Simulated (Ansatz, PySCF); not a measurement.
**Bi2O2Cl2 in two programs**

Bi2O2Cl2 (singlet), relaxed with PySCF 2.14.0, RKS PBE, Bi def2-SVP with ECP60, O def2-SVP, Cl def2-SVP; non-relativistic Hamiltonian with scalar-relativistic core potentials where named; density fitting; no spin-orbit coupling:

```xyz
6

Bi    0.0000   -0.7087    1.6146
Bi    0.0000   -0.7087   -1.6146
O     1.4008   -0.7125    0.0000
O    -1.4008   -0.7125    0.0000
Cl    0.0000    1.7049    2.2702
Cl    0.0000    1.7049   -2.2702
```

There the HOMO–LUMO gap is 3.22 eV. 

The same geometry by Ansatz 0.2.0 (PBE, PAW, a periodic box with 9 Å of vacuum):

| spin-orbit coupling | gap (eV) | largest force component (eV/Å) |
| --- | --- | --- |
| without | 3.41 | 0.80 |

(1) What does the run with spin-orbit coupling give?

The spin-orbit runs use fully relativistic datasets of their own, so changes of a few hundredths of an eV needn't come from the coupling.

## Answers

(1) gap (eV): 3.15, largest force component (eV/Å): 0.68. It took 23 s on 2 threads of Arm Neoverse V2 (shared host), peak memory 2.5 GiB.
